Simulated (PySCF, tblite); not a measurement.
**C₆H₉NSi: dynamics, then NMR shifts on frames**

Aim: move C₆H₉NSi (`[SiH3]Cc1cccnc1`) away from its starting geometry and see how NMR shifts follow the geometry.

The runs use tblite 0.8.0 and PySCF 2.14.0, with density-fitted response routines of our own; the level of theory stands in each step. All values are computed, except where a source is named. Atoms count from 0, in the outputs and in this text.

**1. Starting geometry**

17 atoms, charge 0, multiplicity 1; geometry from: GFN2-xTB.

Bonds of the start (Å): Si0–C1 1.91, C1–C2 1.49, C2–C3 1.39, C3–C4 1.38, C4–C5 1.39, C5–N6 1.32, N6–C7 1.32, C7–C2 1.39, Si0–H8 1.46, Si0–H9 1.46, Si0–H10 1.46, C1–H11 1.09, C1–H12 1.09, C3–H13 1.08, C4–H14 1.08, C5–H15 1.08, C7–H16 1.08.

**2. A short Langevin run with GFN2-xTB**

The job: settings as JSON, then the geometry in Å.

```
{"job": {"kind": "md", "xc": "GFN2-xTB", "basis": "xTB", "temperature": 300, "steps": 2000, "every": 50, "frames": 5}, "charge": 0, "multiplicity": 1}
Si    -2.438141     0.760007    -0.376271
C     -1.193572    -0.588545    -0.916377
C      0.092800    -0.429241    -0.187190
C      1.097787     0.415065    -0.649735
C      2.262646     0.555606     0.084085
C      2.383508    -0.153129     1.269851
N      1.438695    -0.957870     1.725684
C      0.332984    -1.087193     1.017296
H     -3.682813     0.549704    -1.116964
H     -1.874302     2.072544    -0.695211
H     -2.669823     0.649231     1.063147
H     -1.617728    -1.572446    -0.714142
H     -1.025147    -0.516114    -1.991610
H      0.965909     0.950981    -1.580248
H      3.058148     1.201096    -0.256435
H      3.271645    -0.078559     1.883415
H     -0.409595    -1.759107     1.430796
```

With the program's defaults for keys left out, this is: GFN2-xTB Langevin dynamics, gas phase.

Run with:

```bash
> OMP_NUM_THREADS=1 python probes_run.py task.json out
```

The driver reads the jobs from task.json and runs them one after another.

The log of the run:

```text
t/fs     T/K      E/eV
    0.0   259.0   -600.58635
   25.0   210.1   -600.29638
   50.0   239.8   -600.16131
   75.0   277.0   -600.19295
  100.0   263.2   -600.04016
  125.0   357.0   -600.27817
  150.0   234.8   -600.17607
  175.0   225.6   -600.06014
  200.0   251.1   -600.10719
  225.0   216.8   -599.98198
  250.0   307.4   -600.08593
  275.0   320.5   -600.11765
  300.0   237.1   -599.85391
  325.0   285.1   -600.03236
  350.0   221.2   -600.11615
  375.0   293.9   -600.17284
  400.0   277.1   -599.98790
  425.0   335.2   -600.15799
  450.0   219.4   -599.87681
  475.0   247.6   -599.96964
  500.0   309.3   -600.13145
  525.0   258.6   -599.86972
  550.0   295.1   -600.14021
  575.0   240.9   -599.98410
  600.0   256.8   -599.80367
  625.0   335.8   -600.01472
  650.0   253.0   -600.01074
  675.0   305.6   -600.04889
  700.0   306.7   -600.15140
  725.0   258.4   -600.00382
  750.0   319.6   -599.94215
  775.0   295.2   -600.08303
  800.0   282.2   -599.97711
  825.0   301.9   -599.84996
  850.0   316.1   -600.10414
  875.0   253.7   -599.95163
  900.0   379.1   -600.06154
  925.0   310.4   -600.16585
  950.0   183.3   -599.95952
  975.0   280.3   -600.08108
 1000.0   300.7   -600.12173
```

It took 14 s on 1 thread of Arm Neoverse V1, shared host; peak memory 0.18 GiB.

Distance from the start (root mean square after alignment): 0 fs 0.00 Å, 200 fs 1.02 Å, 400 fs 1.08 Å, 600 fs 0.59 Å, 800 fs 1.17 Å, 1000 fs 1.12 Å.

Positions (Å) and forces (eV/Å) at 1000 fs:

```xyz
17

Si   -3.117    1.455    0.166   -0.179   -0.943    0.009
C    -2.147   -0.190   -0.324    0.199    0.664    0.875
C    -0.820   -0.080    0.431    0.587    0.083   -0.949
C     0.194    0.859    0.023   -1.708   -1.394   -0.144
C     1.331    0.953    0.780    1.514    2.250   -0.734
C     1.446    0.248    1.944   -0.402   -0.345    1.506
N     0.506   -0.604    2.353    0.674   -0.556   -0.101
C    -0.523   -0.864    1.581   -0.374    1.539   -1.446
H    -2.953    1.622    1.615    0.031    0.094   -0.111
H    -4.570    1.255   -0.096    0.451    0.109   -0.060
H    -2.544    2.564   -0.600   -0.076   -0.051    0.058
H    -2.695   -1.103   -0.078    0.115    0.190    0.499
H    -2.111   -0.233   -1.407    0.688    0.245   -0.157
H     0.089    1.416   -0.913   -0.116   -0.160    0.490
H     2.104    1.761    0.499   -0.998   -1.493    0.387
H     2.244    0.400    2.685   -0.249   -0.061   -0.566
H    -1.197   -1.657    1.832   -0.157   -0.171    0.442
```

**3. Nuclear shieldings: 250 fs, PBE0/pcSseg-1**

The job: settings as JSON, then the geometry in Å.

```
{"job": {"kind": "nmr", "xc": "PBE0", "basis": "pcSseg-1", "pop": false}, "charge": 0, "multiplicity": 1}
Si    -2.685300     0.777800    -0.534600
C     -1.414300    -0.746100    -0.883800
C     -0.146600    -0.383800    -0.112300
C      0.789100     0.609200    -0.463900
C      1.849300     0.782500     0.435700
C      1.988500    -0.075000     1.524900
N      1.262600    -1.133600     1.760400
C      0.187700    -1.221900     0.949200
H     -2.071100     1.992900    -1.036800
H     -3.038000     0.633400     0.884800
H     -3.765500     0.626600    -1.530300
H     -1.796400    -1.659400    -0.437600
H     -1.191900    -0.849900    -1.904900
H      0.620700     1.181400    -1.371200
H      2.539100     1.573600     0.220700
H      2.782300     0.086000     2.234800
H     -0.424100    -2.094100     1.093000
```

Method: GIAO PBE0/pcSseg-1 NMR shielding, non-relativistic, gas phase.

The log of the run:

```text
coarse grid: 14784 points
cycle   1  E = -577.6750003545  dE =  1.078e+00  |g| = 3.436e-01  |ddm| = 3.882e+00
cycle   2  E = -577.6735031894  dE =  1.497e-03  |g| = 3.728e-01  |ddm| = 8.907e-01
cycle   3  E = -577.7070647408  dE = -3.356e-02  |g| = 7.679e-02  |ddm| = 4.389e-01
cycle   4  E = -577.7079532142  dE = -8.885e-04  |g| = 4.105e-02  |ddm| = 8.712e-02
cycle   5  E = -577.7083513000  dE = -3.981e-04  |g| = 9.911e-03  |ddm| = 5.475e-02
cycle   6  E = -577.7083759036  dE = -2.460e-05  |g| = 3.678e-03  |ddm| = 1.419e-02
cycle   7  E = -577.7083792096  dE = -3.306e-06  |g| = 4.976e-04  |ddm| = 3.477e-03
final grid: 138520 points
cycle   8  E = -577.7536914282  dE = -3.623e-05  |g| = 6.424e-03  |ddm| = 3.854e-02
cycle   9  E = -577.7536905176  dE =  9.106e-07  |g| = 6.793e-03  |ddm| = 1.508e-02
cycle  10  E = -577.7537022345  dE = -1.172e-05  |g| = 8.817e-04  |ddm| = 7.548e-03
cycle  11  E = -577.7537023877  dE = -1.532e-07  |g| = 3.614e-04  |ddm| = 1.097e-03
cycle  12  E = -577.7537024169  dE = -2.919e-08  |g| = 9.508e-05  |ddm| = 4.430e-04
cycle  13  E = -577.7537024189  dE = -2.094e-09  |g| = 3.081e-05  |ddm| = 1.130e-04
cycle  14  E = -577.7537024192  dE = -2.379e-10  |g| = 5.739e-06  |ddm| = 3.386e-05
converged SCF energy = -577.7537024192

GIAO shielding tensors (ppm)
atom      isotropic    diamagn.    paramagn.     s11        s22        s33       span
  0 Si     414.733     878.526    -463.794    370.195    407.327    466.675     96.481
  1 C      162.293     249.697     -87.404    144.739    155.047    187.095     42.356
  2 C       39.461     267.591    -228.130    -66.499     13.182    171.700    238.199
  3 C       42.087     252.575    -210.488    -71.502     23.518    174.246    245.748
  4 C       60.149     258.083    -197.935    -51.146     54.325    177.267    228.413
  5 C       35.632     250.260    -214.628    -66.949     23.842    150.003    216.952
  6 N      -90.055     333.009    -423.064   -379.472   -186.782    296.089    675.561
  7 C       25.960     250.806    -224.846    -79.467     34.127    123.218    202.685
  8 H       27.778      29.733      -1.955     23.810     27.505     32.019      8.209
  9 H       27.657      28.388      -0.730     24.141     26.394     32.437      8.296
 10 H       27.155      27.764      -0.608     23.998     24.646     32.823      8.825
 11 H       29.414      32.082      -2.668     25.106     28.528     34.609      9.504
 12 H       29.887      31.916      -2.029     26.164     28.112     35.383      9.219
 13 H       23.553      33.888     -10.335     20.921     21.119     28.620      7.699
 14 H       24.457      31.608      -7.151     21.609     23.238     28.524      6.915
 15 H       23.181      28.982      -5.801     19.055     23.916     26.571      7.517
 16 H       23.162      33.212     -10.050     19.103     21.174     29.208     10.105
```

It took 25 s on 1 thread of Arm Neoverse V1, shared host; peak memory 0.84 GiB.

The references, computed at this level on geometries of the same kind, shield at (ppm): ¹H TMS 31.72, ¹³C TMS 186.9, ²⁹Si TMS 349.2, ¹⁵N NH3 267.7. Their shielding less the atom's gives the shift. The references are single molecules in the gas phase, so shifts against H2O, NH3, PH3, H3PO4 or CFCl3 are not on the usual liquid scales and can be off by tens of ppm. Each atom is listed at this fixed geometry, with no averaging over motion; a spectrum would average atoms that exchange fast.

```tsv
atoms	environment	σ (ppm)	δ (ppm)
C7	aromatic CH next to a ring nitrogen	26.0	161.0
C5	aromatic CH next to a ring nitrogen	35.6	151.3
C2	substituted aromatic carbon	39.5	147.5
C3	aromatic CH	42.1	144.8
C4	aromatic CH	60.1	126.8
C1	sp3 CH2 bonded to Si, on an aromatic ring	162.3	24.6
H16	hydrogen on an aromatic CH next to a ring nitrogen	23.16	8.56
H15	hydrogen on an aromatic CH next to a ring nitrogen	23.18	8.54
H13	hydrogen on an aromatic CH	23.55	8.16
H14	hydrogen on an aromatic CH	24.46	7.26
H10	hydrogen on a silicon bonded to C	27.16	4.56
H9	hydrogen on a silicon bonded to C	27.66	4.06
H8	hydrogen on a silicon bonded to C	27.78	3.94
H11	hydrogen on an sp3 CH2 bonded to Si, on an aromatic ring	29.41	2.30
H12	hydrogen on an sp3 CH2 bonded to Si, on an aromatic ring	29.89	1.83
Si0	silicon bonded to C, 3 H	414.7	-65.6
N6	pyridine-type ring nitrogen	-90.1	357.8
```

Ring of atoms C2, C3, C4, C5, N6, C7: NICS(0) -7.0, NICS(1) -10.9, NICS(1)zz -27.5 ppm (means of both faces).

**4. NMR shieldings: 425 fs, PBE0/pcSseg-1**

The job: settings as JSON, then the geometry in Å.

```
{"job": {"kind": "nmr", "xc": "PBE0", "basis": "pcSseg-1", "pop": false}, "charge": 0, "multiplicity": 1}
Si    -2.577000     0.948800    -0.502500
C     -1.302500    -0.329800    -0.984600
C     -0.181900    -0.254500    -0.061000
C      0.855800     0.657800    -0.217200
C      1.818500     0.756500     0.788300
C      1.800000    -0.109300     1.839800
N      0.790700    -0.981300     2.012700
C     -0.148400    -1.069500     1.075100
H     -1.955600     2.279200    -0.446600
H     -3.088100     0.850000     0.891400
H     -3.564500     0.870700    -1.496800
H     -1.690200    -1.382900    -0.932700
H     -0.966400    -0.030200    -2.025600
H      0.759200     1.325500    -1.058500
H      2.609400     1.504000     0.866400
H      2.496400    -0.104800     2.686500
H     -0.867200    -1.890300     1.301000
```

Method: GIAO PBE0/pcSseg-1 NMR shielding, non-relativistic, gas phase.

The log of the run:

```text
coarse grid: 14784 points
cycle   1  E = -577.6780728189  dE =  1.198e+00  |g| = 3.561e-01  |ddm| = 3.915e+00
cycle   2  E = -577.6749300630  dE =  3.143e-03  |g| = 3.991e-01  |ddm| = 1.040e+00
cycle   3  E = -577.7122406206  dE = -3.731e-02  |g| = 8.104e-02  |ddm| = 5.270e-01
cycle   4  E = -577.7132196540  dE = -9.790e-04  |g| = 4.150e-02  |ddm| = 9.135e-02
cycle   5  E = -577.7136154337  dE = -3.958e-04  |g| = 1.040e-02  |ddm| = 5.936e-02
cycle   6  E = -577.7136425323  dE = -2.710e-05  |g| = 3.810e-03  |ddm| = 1.560e-02
cycle   7  E = -577.7136461927  dE = -3.660e-06  |g| = 3.899e-04  |ddm| = 3.636e-03
final grid: 138520 points
cycle   8  E = -577.7579486633  dE = -2.930e-05  |g| = 6.357e-03  |ddm| = 3.948e-02
cycle   9  E = -577.7579474884  dE =  1.175e-06  |g| = 6.841e-03  |ddm| = 1.605e-02
cycle  10  E = -577.7579594947  dE = -1.201e-05  |g| = 7.337e-04  |ddm| = 8.100e-03
cycle  11  E = -577.7579595938  dE = -9.908e-08  |g| = 3.125e-04  |ddm| = 8.317e-04
cycle  12  E = -577.7579596134  dE = -1.959e-08  |g| = 8.148e-05  |ddm| = 3.623e-04
cycle  13  E = -577.7579596148  dE = -1.453e-09  |g| = 3.409e-05  |ddm| = 1.188e-04
cycle  14  E = -577.7579596151  dE = -3.049e-10  |g| = 5.157e-06  |ddm| = 3.905e-05
converged SCF energy = -577.7579596151

GIAO shielding tensors (ppm)
atom      isotropic    diamagn.    paramagn.     s11        s22        s33       span
  0 Si     409.215     879.534    -470.319    336.479    406.262    484.903    148.424
  1 C      163.483     250.702     -87.219    141.386    160.932    188.132     46.745
  2 C       44.057     267.201    -223.144    -56.499     10.302    178.366    234.865
  3 C       50.614     251.081    -200.467    -51.336     33.575    169.602    220.939
  4 C       63.008     256.173    -193.165    -40.872     50.819    179.078    219.950
  5 C       30.711     254.211    -223.501    -83.480     32.166    143.446    226.927
  6 N     -122.646     331.853    -454.500   -456.307   -201.955    290.323    746.631
  7 C       27.770     249.421    -221.651    -78.378     34.173    127.516    205.893
  8 H       27.933      29.248      -1.316     24.113     27.591     32.095      7.982
  9 H       27.596      28.353      -0.757     24.133     26.468     32.188      8.054
 10 H       28.220      29.148      -0.928     24.917     24.976     34.767      9.850
 11 H       28.085      29.847      -1.761     23.482     27.308     33.466      9.984
 12 H       28.257      30.111      -1.854     24.232     27.173     33.366      9.135
 13 H       24.103      33.843      -9.740     20.904     22.079     29.327      8.423
 14 H       24.426      30.275      -5.849     21.125     24.919     27.234      6.109
 15 H       22.534      29.192      -6.658     18.827     22.858     25.918      7.091
 16 H       22.221      31.138      -8.917     17.976     21.285     27.403      9.427
```

Run time: 25 s. Hardware: 1 thread of Arm Neoverse V1, shared host; peak memory 0.84 GiB.

Key values: δ C7 159.2, C5 156.2, C2 142.9, C3 136.3, H16 9.50, H15 9.18 ppm.

[end of part 1 of 2]
